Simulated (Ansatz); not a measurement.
# Convergence study of Pd

Wanted: the cost and the effect of other mixers, smearings and limits on one cell of Pd. System: Pd, its deposited structure (space group Fm-3m); the cell holds 1 atom. Source: COD entry 1011112.

Computed with Ansatz 0.2.0 (DFT PBE, PAW, plane waves, scalar-relativistic, unless a step's input says otherwise).

**1. The starting structure**

The structure is cubic, space group Fm-3m (No. 225). The conventional cell has a = 3.867 Å, b = 3.867 Å, c = 3.867 Å, α = 90.00°, β = 90.00°, γ = 90.00°. Pd (site symmetry m-3m) has 12 Pd at 2.73 Å as nearest neighbours.

As a file:

```xyz
1
Lattice="0.0000 1.9335 1.9335 1.9335 0.0000 1.9335 1.9335 1.9335 0.0000" Properties=species:S:1:pos:R:3 pbc="T T T"
Pd    0.0000    0.0000    0.0000
```

Atoms are counted from 1 in the order of input.yaml (Pd1 and so on).

After the default run come: Anderson, β 0.8, history 4, no preconditioner; fixed occupations; Anderson, β 0.5, backtracking line search; density-residual threshold 1e-2 eV; Fermi–Dirac width 0.01 eV, no switch to direct minimisation; Broyden, β 0.9, history 4, no preconditioner; Anderson, β 1.0, history 8, no preconditioner; Fermi–Dirac smearing, width 0.5 eV.

The search for lower states is off throughout, and inputs that name a mixer don't switch to direct minimisation unless they say so. Spin polarisation is off.

**2. Default SCF settings**

input.yaml reads:

```yaml
crystal:
  lattice:
    - [0.0, 1.9335, 1.9335]
    - [1.9335, 0.0, 1.9335]
    - [1.9335, 1.9335, 0.0]
  atoms:
    - { symbol: Pd, position: [0.0, 0.0, 0.0] }
hamiltonian:
  xc: pbe
  pseudopotentials: { kind: paw }
basis:
  ecutwfc: 420
kpoints:
  mp_grid: { grid: [14, 14, 14] }
scf:
  occupations: { method: fermi_dirac, width: 0.05 }
  lower_state_search: "off"
output:
  forces: true
  stress: true
```

The run is started by

```console
ansatz run input.yaml --threads 2 --pin off --max-ram 5120MiB --backend cpu --events-out ev --progress --plain --runs-dir out
```

After this run come: Anderson, β 0.8, history 4, no preconditioner; Fixed occupations; Anderson, β 0.5, backtracking line search; Density-residual threshold 1e-2 eV; Fermi–Dirac width 0.01 eV, no switch to direct minimisation; Broyden, β 0.9, history 4, no preconditioner; Anderson, β 1.0, history 8, no preconditioner; Fermi–Dirac smearing, width 0.5 eV.

Q: What does this run give, and which of the planned changes alter effort or result? Wanted: largest shift of the free energy by occupations, cutoff, mesh or field.

**Answer**, as computed:

```
                                                              quantity                                               value
                                                           default run             6 iterations, with no gap on the k-mesh
                  fewest iterations to that state among the runs shown       4 (Anderson, β 0.5, backtracking line search)
                                                 most iterations to it                            6 (default SCF settings)
           runs that end in another state, among changes of path alone                                                   0
largest shift of the free energy by occupations, cutoff, mesh or field  -492 meV/atom (Fermi–Dirac smearing, width 0.5 eV)
```

What this shows: 5 runs solve the same problem and reach the default's state, in 4 to 6 iterations: there the settings change the path, not the answer. Occupations, cutoff, mesh and fields change the problem that is solved, not just the path; the largest shift here is that of “Fermi–Dirac smearing, width 0.5 eV”. Other settings tried on this cell gave no result: linear mixing, β 0.9, no preconditioner (not converged after 100 iterations, cycles). Counts include iterations that the program adds to test a close, so a difference of one or two ranks nothing. The starting density is a sum of atomic densities corrected by a trained network, so it is already close to self-consistency.
